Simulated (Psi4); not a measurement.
**SnCl2 (SMILES [Cl][Sn][Cl]): CEPA(0)/def2-SVPD (density fitting, core potential)**

Aim: the energy change on altering one bond length of SnCl2 at CEPA(0)/def2-SVPD (density fitting, core potential), from 2 runs. 

Program for the calculation: Psi4 1.11.

3 further runs of the same task are left out: 1 that didn't finish, 2 set aside as unsound or not needed.

**1. The molecule**

The species is SnCl2 (3 atoms), meant as a singlet with charge 0. As SMILES, `[Cl][Sn][Cl]`. The coordinates come from a PBE0-D4/def2-TZVP relaxation.

Bond lengths: Cl1–Sn2 2.363 Å, Sn2–Cl3 2.363 Å. Angles: Cl1–Sn2–Cl3 98.4°.

**2. A single-point energy at CEPA(0)/def2-SVPD (density fitting, core potential)**

Input file calc.py:

```python
import psi4

psi4.set_memory('1600 MB')
psi4.set_num_threads(1)
psi4.set_output_file('output.dat', False)

geom = psi4.geometry("""
0 1
Cl     2.18112189     2.30678868     1.42863295
Sn    -1.50592275     0.98057889    -0.71167086
Cl    -0.69579716    -3.41001079    -0.74190648
units bohr
symmetry c1
""")

psi4.set_options({
    'basis': 'def2-SVPD',
    'scf_type': 'df',
    'num_frozen_docc': 14,
})

e = psi4.energy('cepa(0)')
print(f'cepa(0) energy: {e:.10f} Eh')
```

Launch:

```
$ python calc.py
```

output.dat:

```text
[...]
    !!!  WARNING: ECP capability is in beta. Please check occupations closely.  !!!
[...]
  Running in c1 symmetry.
[...]
  Nuclear repulsion =  210.297974702408681
[...]
  Multiplicity = 1
[...]
  Nalpha       = 28
  Nbeta        = 28
[...]
    Number of basis functions: 86
[...]
   @DF-RHF iter   1: -1132.13658341798100   -1.38834e+00   3.68578e-03 DIIS/ADIIS
[...]
   @DF-RHF iter  11: -1132.18819751159049   -7.50333e-12   3.95193e-09 DIIS
[...]
    Orbital Energies [Eh]
    ---------------------
    Doubly Occupied:
       1A   -104.788155     2A   -104.788149     3A    -10.549001
       4A    -10.548995     5A     -8.023159     6A     -8.023154
       7A     -8.021330     8A     -8.021326     9A     -8.021011
      10A     -8.021006    11A     -5.931784    12A     -4.121944
      13A     -4.118001    14A     -4.114650    15A     -1.389782
      16A     -1.386267    17A     -1.386125    18A     -1.382591
      19A     -1.377691    20A     -1.076733    21A     -1.056495
      22A     -0.629824    23A     -0.504416    24A     -0.480204
      25A     -0.472830    26A     -0.453641    27A     -0.443457
      28A     -0.380114
[...]
  @DF-RHF Final Energy: -1132.18819751159049
   => Energetics <=
    Nuclear Repulsion Energy =            210.2979747024086805
    One-Electron Energy =               -2065.9486701144851395
    Two-Electron Energy =                 723.4624979004860279
    Total Energy =                      -1132.1881975115902605
[...]
 Multipole Moments:
 ------------------------------------------------------------------------------------
     Multipole            Electronic (a.u.)      Nuclear  (a.u.)        Total (a.u.)
 ------------------------------------------------------------------------------------
 L = 1.  Multiply by 2.5417464519 to convert [e a0] to [Debye]
 Dipole X            :        -34.3206593           33.1509764           -1.1696830
 Dipole Y            :         21.3007392          -20.5747249            0.7260143
 Dipole Z            :         -0.0000001            0.0000000           -0.0000001
 Magnitude           :                                                    1.3766826
[...]
      * SCS-MP2 total energy:                -1132.553484220829
[...]
      * MP2 total energy:                    -1132.567666900631
[...]
```

Standard output:

```text
cepa(0) energy: -1132.6134133882 Eh
```

Run time: 8.1 s. Hardware: 1 thread of Intel Xeon 6975P-C (Granite Rapids), shared host; peak memory 0.54 GiB.

**3. The distorted shape at the same level**

Input file job.inp:

```
memory 1600 MB

molecule molecule1 {
  0 1
  Cl     3.65593219     2.83727071     2.28475069
  Sn    -1.50592275     0.98057889    -0.71167086
  Cl    -0.69579716    -3.41001079    -0.74190648
  units au
  symmetry c1
}

set basis def2-SVPD
set scf_type df
set num_frozen_docc 14

result, w = energy('cepa(0)', return_wfn=True)
```

Launch:

```
$ psi4 job.inp job.out -n 1
```

job.out:

```text
[...]
    !!!  WARNING: ECP capability is in beta. Please check occupations closely.  !!!
[...]
  Running in c1 symmetry.
[...]
  Nuclear repulsion =  178.873659557156628
[...]
  Multiplicity = 1
[...]
  Nalpha       = 28
  Nbeta        = 28
[...]
    Number of basis functions: 86
[...]
   @DF-RHF iter   1: -1132.06221024449769   -1.54735e+00   3.74095e-03 ADIIS/DIIS
[...]
   @DF-RHF iter  12: -1132.12669420370594   -8.41283e-12   6.30344e-09 DIIS
[...]
    Orbital Energies [Eh]
    ---------------------
    Doubly Occupied:
       1A   -104.833219     2A   -104.702027     3A    -10.593259
       4A    -10.458721     5A     -8.067340     6A     -8.065406
       7A     -8.065182     8A     -7.932653     9A     -7.931549
      10A     -7.931461    11A     -5.994985    12A     -4.183958
      13A     -4.180675    14A     -4.177467    15A     -1.449276
      16A     -1.447856    17A     -1.444569    18A     -1.444264
      19A     -1.440590    20A     -1.107111    21A     -0.949921
      22A     -0.650850    23A     -0.501756    24A     -0.501459
      25A     -0.475279    26A     -0.364380    27A     -0.364326
      28A     -0.361807
[...]
  @DF-RHF Final Energy: -1132.12669420370594
   => Energetics <=
    Nuclear Repulsion Energy =            178.8736595571566284
    One-Electron Energy =               -2002.7580174289444130
    Two-Electron Energy =                 691.7576636680821593
    Total Energy =                      -1132.1266942037057106
[...]
 Multipole Moments:
 ------------------------------------------------------------------------------------
     Multipole            Electronic (a.u.)      Nuclear  (a.u.)        Total (a.u.)
 ------------------------------------------------------------------------------------
 L = 1.  Multiply by 2.5417464519 to convert [e a0] to [Debye]
 Dipole X            :        -48.2837143           44.5454325           -3.7382818
 Dipole Y            :         16.7232608          -17.0129858           -0.2897249
 Dipole Z            :          0.0000000            0.0000000            0.0000000
 Magnitude           :                                                    3.7494922
[...]
      * SCS-MP2 total energy:                -1132.493813509582
[...]
      * MP2 total energy:                    -1132.506146471538
[...]
```

Run time: 17 s. Hardware: 1 thread of Intel Xeon 6975P-C (Granite Rapids), shared host; peak memory 0.54 GiB.

**4. Summary of results**

Level: CEPA(0)/def2-SVPD (density fitting, core potential), 14 core orbitals frozen.

| quantity | value |
| --- | --- |
| first shape: total energy | -1132.61341 Eh |
| first shape: HOMO energy (Hartree–Fock orbitals) | -10.34 eV |
| first shape: LUMO energy (Hartree–Fock orbitals) | -0.45 eV |
| first shape: HOMO–LUMO gap (Hartree–Fock orbitals) | 9.89 eV |
| first shape: correlation energy (14 core orbitals frozen) | -425.2 mEh |
| distorted shape: total energy | -1132.56132 Eh |
| distorted shape: HOMO energy (Hartree–Fock orbitals) | -9.85 eV |
| distorted shape: LUMO energy (Hartree–Fock orbitals) | -1.75 eV |
| distorted shape: HOMO–LUMO gap (Hartree–Fock orbitals) | 8.10 eV |
| distorted shape: correlation energy (14 core orbitals frozen) | -434.6 mEh |
| energy change with the Cl1–Sn2 bond stretched from 2.363 to 3.308 Å | 1.418 eV |

In words: With the Cl1–Sn2 bond stretched from 2.363 to 3.308 Å the energy rises by 1.42 eV (137 kJ/mol). The first shape isn't relaxed at this level, so the change isn't measured from a minimum.
